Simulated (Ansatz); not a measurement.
## GdO: band structure with PBE+U

The system is GdO.

```
Gd O
1.0
     0.00000    2.70000    2.70000
     2.70000    0.00000    2.70000
     2.70000    2.70000    0.00000
Gd O
1 1
Direct
  0.00000 0.00000 0.00000
  0.75000 0.75000 0.75000
```

| Property | Result |
| --- | --- |
| Program | Ansatz 0.2.0 |
| Task | band structure |
| Functional | PBE |
| Potentials or basis | Ansatz PAW |
| Cutoff | 420 eV (not typed: the program's choice for these potentials) |
| k mesh | 9 × 9 × 9 |
| Occupations | fermi-dirac, width 0.05 eV |
| Spin | collinear spin, ferromagnetic start |
| Starting moments | [7.0, 0.0] μB |
| Hubbard terms | Gd f U = 5 eV |
| Path | [["G", "X", "W", "K", "G", "L", "U", "W", "L", "K"], ["U", "X"]] |
| Points for each segment of the path | 14 |
| Hubbard projectors | ortho-atomic (the default) |
| Double counting | fll (the default) |

```
Pressure               : -0.3 GPa
Band gap on the k mesh : none (metal or under the smearing width)
Net moment             : 7.92 μB per cell
Absolute moment        : 7.92 μB per cell
Site moments           : Gd +7.01; O +0.02 μB
```

Levels at the corners of the path, in eV from the Fermi level:
Spin up:
| point | band 14 | band 15 | band 16 | band 17 | band 18 |
| --- | --- | --- | --- | --- | --- |
| Γ | -5.65 | -5.65 | -2.43 | 2.33 | 2.33 |
| X | -4.52 | -4.52 | -1.10 | 0.86 | 3.87 |
| W | -5.13 | -4.51 | -1.11 | 0.56 | 3.08 |
| K | -4.72 | -4.71 | -1.11 | 0.98 | 2.59 |
| Γ | -5.65 | -5.65 | -2.43 | 2.33 | 2.33 |
| L | -5.25 | -5.25 | -0.01 | 2.23 | 2.23 |
| U | -4.72 | -4.71 | -1.11 | 0.98 | 2.59 |
| W | -5.13 | -4.51 | -1.11 | 0.56 | 3.08 |
| L | -5.25 | -5.25 | -0.01 | 2.23 | 2.23 |
| K | -4.72 | -4.71 | -1.11 | 0.98 | 2.59 |
| U | -4.72 | -4.71 | -1.11 | 0.98 | 2.59 |
| X | -4.52 | -4.52 | -1.10 | 0.86 | 3.87 |
Spin down:
```csv
point,band 4,band 5,band 6,band 7,band 8,band 9,band 10,band 11,band 12,band 13
Γ,-20.82,-19.36,-5.54,-5.54,-5.54,-1.12,2.09,2.09,2.09,2.28
X,-21.06,-17.87,-6.07,-4.44,-4.44,0.86,1.23,2.11,2.17,2.17
W,-21.07,-17.81,-5.27,-5.20,-4.45,0.88,1.26,2.10,2.11,2.21
K,-21.02,-17.85,-5.65,-4.66,-4.65,0.74,1.49,2.09,2.13,2.19
Γ,-20.82,-19.36,-5.54,-5.54,-5.54,-1.12,2.09,2.09,2.09,2.28
L,-20.92,-18.20,-5.15,-5.15,-5.12,1.22,1.94,2.06,2.06,2.22
U,-21.02,-17.85,-5.65,-4.66,-4.65,0.74,1.49,2.09,2.13,2.19
W,-21.07,-17.81,-5.27,-5.20,-4.45,0.88,1.26,2.10,2.11,2.21
L,-20.92,-18.20,-5.15,-5.15,-5.12,1.22,1.94,2.06,2.06,2.22
K,-21.02,-17.85,-5.65,-4.66,-4.65,0.74,1.49,2.09,2.13,2.19
U,-21.02,-17.85,-5.65,-4.66,-4.65,0.74,1.49,2.09,2.13,2.19
X,-21.06,-17.87,-6.07,-4.44,-4.44,0.86,1.23,2.11,2.17,2.17
```

Eigenvalues of the final occupation matrices:
| site | spin | trace | eigenvalues |
| --- | --- | --- | --- |
| site 1 | 1 | 7.00 | 1.00 1.00 1.00 1.00 1.00 1.00 1.00 |
| site 1 | 2 | 0.03 | 0.00 0.00 0.00 0.00 0.00 0.00 0.01 |

Run time: 11 s on 2 threads of Arm Neoverse V1, with other jobs on the host, peak memory 0.4 GiB.

Caveat: the magnetic or orbital state may not be the lowest; the pressure holds a Pulay correction of +0.3 GPa for the finite cutoff; spin-orbit coupling is left out, which moves the levels of the heavy elements; a cell with one magnetic atom can't hold antiferromagnetic order, which such compounds often take. The state reached can hang on the start; a lower one may exist.
